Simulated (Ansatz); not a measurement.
# GaSb: the cost of one run

Computed with Ansatz 0.2.0 (DFT LDA, frozen-core PAW and all-electron LAPW, scalar-relativistic unless said, unless a step's input says otherwise).

The COD entry's cell or inner coordinates are ideal or old and differ from later refinements, so a difference from it is no clean test against experiment.

1 further run of the same task is left out (it didn't finish).

### Step 1. The structure to begin with

Symmetry: F-43m, No. 216, cubic system. Conventional cell: a = 6.118 Å, b = 6.118 Å, c = 6.118 Å, α = 90.00°, β = 90.00°, γ = 90.00°. Ga (site symmetry -43m) has 4 Sb at 2.65 Å as nearest neighbours. Sb (site symmetry -43m) has 4 Ga at 2.65 Å as nearest neighbours.

As a file:

```
Ga Sb
1.0
     0.00000    3.05900    3.05900
     3.05900    0.00000    3.05900
     3.05900    3.05900    0.00000
Ga Sb
1 1
Direct
  0.00000 0.00000 0.00000
  0.75000 0.75000 0.75000
```

Cartesian axes are those of the input's lattice vectors. The structure goes back to a database entry.

### Step 2. Cell and atoms relaxed, PAW

File input.yaml:

```yaml
crystal:
  lattice:
    - [0.0, 3.059, 3.059]
    - [3.059, 0.0, 3.059]
    - [3.059, 3.059, 0.0]
  atoms:
    - { symbol: Ga, position: [0.0, 0.0, 0.0] }
    - { symbol: Sb, position: [0.75, 0.75, 0.75] }
kpoints:
  mp_grid: { grid: [12, 12, 12] }
scf:
  occupations: { method: fermi_dirac, width: 0.1 }
hamiltonian:
  xc: lda
  pseudopotentials: { kind: paw }
relax:
  f_tol: 0.002
  max_steps: 80
  cell: {}
output:
  forces: true
  stress: true
```

On the command line:

```console
ansatz run input.yaml --threads 1 --pin off --max-ram 3072MiB --backend cpu --events-out ev --progress --plain --runs-dir out
```

**Question.** How long does this run take on 1 thread of Arm Neoverse V2, shared host, and how much memory does it need?

About 19 s, with a peak of 0.38 GiB.
